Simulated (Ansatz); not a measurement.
# AlGaPH (triplet): the correlation ladder at a displaced geometry (v2), cc-pVDZ

The task here is to estimate one member of a computed series from the others.

Method: cc-pVDZ, core rule «outside noble gas», up to 24 orbitals frozen; program: Ansatz 0.2.0, Gaussian basis.

To be run: UHF; CCSD(T) on ROHF; CCSD(T) on UHF; BCCD(T) on ROHF; CISD; CCSDT(Q) on ROHF; CCSDT(Q) on UHF.

27 further runs of the same task are left out: 2 for a known fault of the program, 11 that didn't finish, 14 set aside as unsound or not needed.

## What is computed

The geometry is a PBE0/def2-TZVP stationary point (not a proven minimum) with its atoms shifted at random (size 0.100 Å). No spin-orbit coupling is included. The filled d shell of Ga may be among the frozen orbitals whatever the setting's name suggests; the logs give the count.

4 atoms, charge 0, spin multiplicity 3.

Atoms are counted from 1 here; the program's logs count them from 0.

Bond lengths: Al1–P2 2.259 Å, Al1–Ga3 2.619 Å, Al1–H4 1.677 Å, P2–Ga3 2.262 Å, Ga3–H4 1.885 Å. Angles: P2–Al1–Ga3 54.7°, P2–Al1–H4 100.5°, Ga3–Al1–H4 45.9°, Al1–P2–Ga3 70.8°, Al1–Ga3–P2 54.5°, Al1–Ga3–H4 39.7°, P2–Ga3–H4 94.2°, Al1–H4–Ga3 94.5°.

The first run:

in.yaml

```yaml
crystal:
  periodic: [false, false, false]
  atoms:
    - {symbol: Al, position_ang: [0.087541, 1.015575, 1.478642]}
    - {symbol: P, position_ang: [-0.077334, -1.162603, 0.903277]}
    - {symbol: Ga, position_ang: [-0.000713, 0.098415, -0.972949]}
    - {symbol: H, position_ang: [0.082395, 1.732887, -0.036729]}
basis:
  gaussian: {orbitals: cc-pVDZ}
magnetization: {spin_polarized: true, initial_magnetization: 2}
hamiltonian: {xc: hf}
output: {orbitals: {seedname: orbitals}}
```

The run is started by

```sh
> ansatz run in.yaml --threads 1 --pin off --events-out ev --progress --plain --max-ram 2393MiB
```

Steps of the session up to this table: UHF; CCSD(T) on ROHF; CCSD(T) on UHF; BCCD(T) on ROHF; CISD; CCSDT(Q) on ROHF; CCSDT(Q) on UHF.

One of the session's tables, all rows but one given; the rest of the session is left out.

| method | from UCCSDT(Q) (kcal/mol) |
| --- | --- |
| ROHF | +164.15 |
| UHF | ? |
| RMP2 | +28.18 |
| UMP2 | +28.65 |
| RCCSD | +10.74 |
| UCCSD | +10.38 |
| RCCSD(T) | +1.89 |
| UCCSD(T) | +1.82 |
| BCCD(T) | +1.89 |
| RCCSDT | +1.01 |
| UCCSDT | +0.85 |
| RCCSDT(Q) | +0.22 |
| UCCSDT(Q) | 0 |

Q: Estimate the row for UHF from the others.

As computed: from UCCSDT(Q) (kcal/mol): +160.35. In the column «from UCCSDT(Q) (kcal/mol)» it lies between UMP2 (+28.65) and ROHF (+164.15).

Not comparable, so not listed: CISD (they don't share determinant, frozen orbitals or solution with the rows shown, or repeat one).

Limits of these values: Restricted and unrestricted rows rest on different reference determinants; where their highest levels disagree by more than a few hundredths of an eV, they describe different states and don't form one ladder.
